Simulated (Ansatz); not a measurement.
What does this script print? It uses Ansatz 0.2.0, Python API.

`defect.py`:
```python
"""An interstitial in a supercell of Al2O3, against the perfect cell."""

import ansatz
import numpy as np

lattice = ansatz.Lattice.of(
    (2.88432, 0.0, 0.0),
    (-1.44216, 2.4979, 0.0),
    (0.0, 0.0, 9.33675),
)
sites = [
    ("Al", (0.0, 0.0, 0.14999)),
    ("Al", (0.0, 0.0, 0.85001)),
    ("O", (1 / 3, 2 / 3, 0.22232)),
    ("O", (2 / 3, 1 / 3, 0.0)),
    ("O", (1 / 3, 2 / 3, 0.77768)),
]
al2o3 = ansatz.Crystal(lattice=lattice)
for symbol, position in sites:
    al2o3 = al2o3.atom(symbol, position)
host = al2o3.supercell(2, 2, 1)
defective = host.interstitial("H", at=(0.0, 0.0, 0.5))

def with_settings(structure):
    return (
        structure.calculation()
        .functional("LDA")
        .pseudopotentials("paw")
        .basis(450)
        .kpoints(3, 3, 2)
        .scf(tolerance=1e-09)
        .occupations("fermi_dirac", width=0.02)
        .band_table()
    )


perfect = with_settings(host).run(threads=1, pin="off").report
model = with_settings(defective).forces()
outcome = model.run(threads=1, pin="off")
data = outcome.report

n_host, n_defect = len(perfect["lattice"]["sites"]), len(data["lattice"]["sites"])
print(f"perfect cell: {n_host} atoms, F = {perfect['free_energy_ev']:.4f} eV")
print(f"defect cell:  {n_defect} atoms, F = {data['free_energy_ev']:.4f} eV")
# chemical potentials are still to be added to this difference
print(f"difference {data['free_energy_ev'] - perfect['free_energy_ev']:.4f} eV (no chemical potentials)")

for label, run in (("perfect", perfect), ("defect", data)):
    levels, filled = np.array(run["eigenvalues_ev"][0]), np.array(run["occupations"][0])
    top = int(np.argmin(np.abs(levels - run["fermi_energy_ev"])))
    window = slice(max(top - 3, 0), top + 4)
    print(label, "levels near E_F at the first k-point:", ", ".join(f"{e - run['fermi_energy_ev']:.2f} ({f:.2f})" for e, f in zip(levels[window], filled[window])))

for site in outcome.lattice.sites:
    print(f"{site.symbol:2s}", " ".join(f"{v:8.4f}" for v in site.position_ang))
```

```console
$ python defect.py
perfect cell: 20 atoms, F = -10794.0288 eV
defect cell:  21 atoms, F = -10806.4067 eV
difference -12.3778 eV (no chemical potentials)
perfect levels near E_F at the first k-point: -2.91 (2.00), -2.91 (2.00), -2.65 (2.00), 2.36 (0.00), 4.99 (0.00), 5.27 (0.00), 5.27 (0.00)
defect levels near E_F at the first k-point: -3.01 (2.00), -3.01 (2.00), -2.75 (2.00), -0.15 (2.00), 2.48 (0.00), 5.12 (0.00), 5.13 (0.00)
Al   0.0000   0.0000   1.4004
Al   0.0000   0.0000   7.9363
O    0.0000   1.6653   2.0757
O    1.4422   0.8326   0.0000
O    0.0000   1.6653   7.2610
Al  -1.4422   2.4979   1.4004
Al  -1.4422   2.4979   7.9363
O   -1.4422   4.1632   2.0757
O    0.0000   3.3305   0.0000
O   -1.4422   4.1632   7.2610
Al   2.8843   0.0000   1.4004
Al   2.8843   0.0000   7.9363
O    2.8843   1.6653   2.0757
O    4.3265   0.8326   0.0000
O    2.8843   1.6653   7.2610
Al   1.4422   2.4979   1.4004
Al   1.4422   2.4979   7.9363
O    1.4422   4.1632   2.0757
O    2.8843   3.3305   0.0000
O    1.4422   4.1632   7.2610
H    0.0000   0.0000   4.6684
```

Absolute energies stand on the zero of these potentials, so only differences at equal settings mean something. A total without «per atom» is that of the whole cell that was run. The cell holds an odd number of electrons and is run without spin, so a magnetic state may lie lower. Extra carriers fill band states at a few k-points, so forces and energy hang on the mesh. The atoms stand at ideal sites; relaxing them can change energy and levels by an eV or more. The difference holds no chemical potentials. Each cell's levels count from its own Fermi level and aren't aligned; one k-point can hide that the defect cell is metallic. This cell is a computed structure, which may not be the phase found in nature. Gaps and levels are Kohn-Sham values on a finite set of k-points. The supercell is small, so the defect meets its images and the energies aren't those of an isolated defect; a partly filled defect level may also lower its energy by spin or distortion. For a charged cell the difference holds no correction, alignment or term for the electrons' reservoir. Hardware and time: 25 s on 1 thread of Arm Neoverse V1 (shared host), peak memory 0.51 GiB.
